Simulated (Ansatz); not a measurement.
# NbH: the cost of one run

Computed with Ansatz 0.2.0 through its Python package. Level of theory: DFT PBEsol, plane waves, PAW.

**1. The system**

Symmetry: Cmme, No. 67, orthorhombic system. The conventional cell has a = 3.691 Å, b = 4.786 Å, c = 4.804 Å, α = 90.00°, β = 90.00°, γ = 90.00°. Around Nb (site symmetry mm2) lie 4 H at 1.99 Å. H (site symmetry 222) has 2 H at 1.85 Å and 4 Nb at 1.99 Å in its first shell of neighbours.

Input file nbh.cif:

```cif
data_NbH
_cell_length_a 3.022050
_cell_length_b 3.022050
_cell_length_c 4.804229
_cell_angle_alpha 90.00000
_cell_angle_beta 90.00000
_cell_angle_gamma 104.72928
_symmetry_space_group_name_H-M 'P 1'
_symmetry_Int_Tables_number 1
loop_
_symmetry_equiv_pos_as_xyz
'x, y, z'
loop_
_atom_site_label
_atom_site_type_symbol
_atom_site_fract_x
_atom_site_fract_y
_atom_site_fract_z
Nb1 Nb    0.750000    0.250000    0.268839
Nb2 Nb    0.250000    0.750000    0.731161
H3 H    0.250000    0.250000    0.000000
H4 H    0.750000    0.750000    0.000000
```

**2. The code**

The input, compress_nbh.py:

```python
'''Cell of NbH under pressure.'''

import warnings

import ansatz as az
from ase.io import read
import numpy as np

def edges_and_angles(cell):
    cell = np.asarray(cell)
    a, b, c = np.linalg.norm(cell, axis=1)
    cosines = cell[1] @ cell[2] / (b * c), cell[0] @ cell[2] / (a * c), cell[0] @ cell[1] / (a * b)
    return (a, b, c, *np.degrees(np.arccos(cosines)))

warnings.simplefilter('ignore', az.DeckWarning)

atoms = read('nbh.cif')
system = az.Crystal.from_ase(atoms)

setup = (
    system.calculation()
    .functional(az.Functional.PBESOL)
    .pseudopotentials('paw')
    .basis(34 * az.Ry)
    .kpoints(7, 7, 5)
    .occupations('cold', width=0.15)
)

# H = F + PV, with 1 GPa A^3 = 1/160.21766 eV
rows = []
for pressure in [0, 5, 10, 20]:
    outcome = setup.relax(cell=True, pressure=pressure, force_tolerance=0.01).run(threads=1)
    cell = outcome.lattice.cell_ang
    n_atoms = len(outcome.lattice.sites)
    volume = abs(np.linalg.det(cell)) / n_atoms
    enthalpy = outcome.report['free_energy_ev'] / n_atoms + pressure * volume / 160.21766
    rows.append((pressure, volume, enthalpy, *edges_and_angles(cell)))
    print(f'{pressure} GPa done: {volume:.4f} A^3/atom')

print(' P (GPa)  V (A^3/atom)  H (eV/atom)     a       b       c')
for row in rows:
    print('{:8.1f} {:12.4f} {:14.5f} {:7.4f} {:7.4f} {:7.4f}'.format(*row[:6]))
p, v = np.array([row[0] for row in rows], float), np.array([row[1] for row in rows])
print('mean bulk modulus between rows (GPa):', np.round(-np.diff(p) / np.diff(np.log(v)), 1))
```

**3. The run**

Run with:

```sh
$ python compress_nbh.py
```

**Question.** How long does this script take on 1 thread of Arm Neoverse V1, shared host, and how much memory does it need?

About 56 s, with a peak of 0.48 GiB.
